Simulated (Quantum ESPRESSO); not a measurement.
Runs of Quantum ESPRESSO 7.5 on MoI. It takes space group P4/mmm (No. 123, tetragonal). Conventional cell: a = 3.623 Å, b = 3.623 Å, c = 5.042 Å, α = 90.00°, β = 90.00°, γ = 90.00°. Mo (site symmetry 4/mmm) is surrounded by 4 I at 2.56 Å. I (site symmetry 4/mmm) is surrounded by 4 Mo at 2.56 Å. The cell was built by a generator and needn't be a form met in nature.

| task | level | potentials or basis | cell | cutoff (eV) | smearing | rVV10 parameter b | nosym | form of the LDA correlation | most ionic steps | forc conv thr | other keys | gap on the mesh (eV) | pressure (GPa) |
| --- | --- | --- | --- | --- | --- | --- | --- | --- | --- | --- | --- | --- | --- |
| real-space fields | revPBE+rVV10 | GBRV 1.5 PBE | as given | 612 | methfessel-paxton 0.2 eV | 6.3 | - | - | - | - | - | none | (b) |
| single point | PBE | SSSP 1.3 efficiency PBE | as given | 816 | fermi-dirac 0.05 eV | - | - | - | - | - | - | none | 11.8 |
| single point | PW86PBE+D3 | SG15 PBE 1.2 | as given | 1020 | fermi-dirac 0.1 eV | - | yes | - | - | - | nosym = yes | none | 13.1 |
| real-space fields | LDA | GBRV 1.5 LDA | as given | 612 | cold 0.136 eV | - | - | PZ81 | - | - | - | none | (a) |
| band structure | LDA+rVV10 | PseudoDojo 0.4.1 SR LDA stringent | as given | 1088 | fermi-dirac 0.05 eV | 6.3 | - | PW92 | - | - | - | none | 5.4 |
| relaxation of cell and atoms | PBEsol | GBRV 1.5 PBEsol | relaxed to 0.3 kbar | 612 | cold 0.1 eV | - | - | - | 40 | 0.0004 Ry/bohr | - | none | -0.1 |

Alike in all rows: no spin polarisation; k mesh 7 × 7 × 5.

Question: Estimate the missing entries.

Answer: (a) 6.5; (b) 10.1.

Caveats: an odd number of electrons without spin polarisation forces a metal; a magnetic or distorted state may lie lower; the potentials were made for another functional, which shifts forces and pressure (some runs); rVV10's parameter b was fitted to another functional (some runs); this functional lacks dispersion, which binds the layers, so the pressure and a relaxed spacing across them are unreliable (some runs); spin-orbit coupling is left out, which moves the levels of the heavy elements (some runs).

A k mesh can miss the band edges, and the runs leave out spin-orbit coupling on I, Mo.

A gap of «none» marks a metal or a gap under the smearing width.

The runs don't all hold the same shells in valence.
